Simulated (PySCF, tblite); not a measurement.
# C5H7FO+ (doublet): geometry, infrared bands and EPR parameters

Wanted: the infrared bands and EPR parameters of C5H7FO+ (doublet) (`F[C@@H]1[CH+][CH]OCC1`), by calculation.

The runs use tblite 0.8.0 and PySCF 2.14.0, with density-fitted response routines of our own; the level of theory stands in each step. All values are computed, except where a source is named. Atoms are numbered from 0 throughout.

### Step 1. Starting geometry

14 atoms, charge 1, multiplicity 2; geometry from: force field or distance geometry start.

Bonds of the start (Å): F0–C1 1.34, C1–C2 1.50, C2–C3 1.49, C3–O4 1.40, O4–C5 1.37, C5–C6 1.51, C6–C1 1.52, C1–H7 1.11, C2–H8 1.09, C3–H9 1.13, C5–H10 1.13, C5–H11 1.13, C6–H12 1.08, C6–H13 1.13.

### Step 2. Optimising the geometry with GFN2-xTB

Job settings and geometry (Å):

```
{"job": {"kind": "relax", "xc": "GFN2-xTB", "basis": "xTB"}, "charge": 1, "multiplicity": 2}
F      0.008200     1.951000    -1.526000
C     -0.125600     0.783000    -0.879500
C     -1.221100     0.728800     0.143100
C     -1.463500    -0.604500     0.763100
O     -0.451200    -1.487100     0.376400
C      0.819700    -1.004100     0.515700
C      1.099100     0.352400    -0.080300
H     -0.331600    -0.022900    -1.612700
H     -1.818000     1.601300     0.397600
H     -2.410700    -0.977400     0.273500
H      1.504000    -1.709300    -0.043700
H      1.154600    -1.043100     1.596900
H      1.972000     0.352100    -0.709300
H      1.263500     1.079500     0.763100
```

Launch:

```sh
> OMP_NUM_THREADS=1 python probes_run.py task.json out
```

The driver reads the jobs from task.json and runs them one after another.

**Question.** This job is followed by: GFN2-xTB harmonic vibrations, gas phase; UKS B3LYP, pcH-1 on C F H O, non-relativistic, mean-field spin-orbit, GIAO. Predict these results of the whole session: strongest single infrared mode (GFN2-xTB); zero-point energy (GFN2-xTB); g(iso) (B3LYP); ⟨S²⟩; largest a(iso).

The runs gave:

```
                                 quantity                  value
strongest single infrared mode (GFN2-xTB)  1476 cm⁻¹, 141 km/mol
             zero-point energy (GFN2-xTB)          67.8 kcal/mol
                           g(iso) (B3LYP)                2.00385
                                     ⟨S²⟩     0.755 (exact 0.75)
                           largest a(iso)    1H on H7, 146.1 MHz
```

**Reading.** Over 63 steps the energy fell by 1.939 eV; of the close pairs, C3–O4 changed most, 1.398 to 1.287 Å. No mode is imaginary among the 36: a minimum at this level. The strongest single mode, at 1476 cm⁻¹, moves mainly C3 and C2. GFN2-xTB is a fitted tight-binding method: band positions and strengths are rough. Its intensities can rank the bands wrongly. The largest share of the spin, 0.60 e, sits on C2. The isotropic g lies 1.5 ppt above the free-electron value.
